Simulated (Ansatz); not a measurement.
# BN: the cost of one run

Computed with Ansatz 0.2.0 (DFT PBE, scalar-relativistic, plane waves, PAW, unless a step's input says otherwise).

The COD entry's cell or inner coordinates are ideal or old and differ from later refinements, so a difference from it is no clean test against experiment.

2 further runs of the same task are left out: 2 set aside as unsound or not needed.

## (1) The system as given

It takes space group P6_3/mmc (No. 194, hexagonal). The conventional cell has a = 2.512 Å, b = 2.512 Å, c = 8.369 Å, α = 90.00°, β = 90.00°, γ = 120.00°. B (site symmetry -6m2) has 3 N at 1.45 Å as nearest neighbours. N (site symmetry -6m2) has 3 B at 1.45 Å as nearest neighbours.

Structure file:

```cif
data_structure
_symmetry_space_group_name_H-M 'P6_3/mmc'
_symmetry_Int_Tables_number 194
_cell_length_a 2.5122
_cell_length_b 2.5122
_cell_length_c 8.3695
_cell_angle_alpha 90.000
_cell_angle_beta 90.000
_cell_angle_gamma 120.000
_cell_volume 45.74
loop_
_atom_site_label
_atom_site_type_symbol
_atom_site_symmetry_multiplicity
_atom_site_Wyckoff_symbol
_atom_site_fract_x
_atom_site_fract_y
_atom_site_fract_z
_atom_site_occupancy
B1 B 2 c 0.33333 0.66667 0.25000 1
N1 N 2 d 0.33333 0.66667 0.75000 1
```

This cell was relaxed beforehand with the same method: volume 11.44 Å³/atom, gap on the mesh 4.39 eV.

## (2) Static run: bands, density of states and charges

input.yaml

```yaml
crystal:
  lattice:
    - [2.5121768666, 0.0, 0.0]
    - [-1.2560884333, 2.1756089853, 0.0]
    - [0.0, 0.0, 8.3694704798]
  atoms:
    - { symbol: B, position: [0.3333333333, 0.6666666667, 0.25] }
    - { symbol: B, position: [0.6666666667, 0.3333333333, 0.75] }
    - { symbol: "N", position: [0.3333333333, 0.6666666667, 0.75] }
    - { symbol: "N", position: [0.6666666667, 0.3333333333, 0.25] }
basis:
  ecutwfc: 420
kpoints:
  mp_grid: { grid: [12, 12, 4] }
  band_path:
    path:
      - [[0.0, 0.0, 0.0], [0.5, 0.0, 0.0], [0.33333333, 0.33333333, 0.0], [0.0, 0.0, 0.0], [0.0, 0.0, 0.5], [0.5, 0.0, 0.5], [0.33333333, 0.33333333, 0.5], [0.0, 0.0, 0.5]]
      - [[0.5, 0.0, 0.5], [0.5, 0.0, 0.0]]
      - [[0.33333333, 0.33333333, 0.5], [0.33333333, 0.33333333, 0.0]]
    npoints: 14
hamiltonian:
  xc: pbe
scf:
  occupations: { method: gaussian, width: 0.02 }
  n_extra_bands: 10
output:
  forces: true
  stress: true
  eigenvalues: true
  populations: true
  dos: { projected: true, de: 0.02, nscf_kmesh: { grid: [18, 18, 6] } }
  bader: true
  write_density: true
  write_potential: true
  elf: true
  volumetric_format: npy
```

Run with:

```bash
> ansatz run input.yaml --threads 1 --pin off --max-ram 2560MiB --backend cpu --events-out ev --progress --plain --runs-dir out
```

**Question.** How long does this run take on 1 thread of Intel Xeon Platinum 8259CL at 2.50GHz (Skylake/Cascade Lake), shared host, and how much memory does it need?

About 92 s, with a peak of 0.38 GiB.
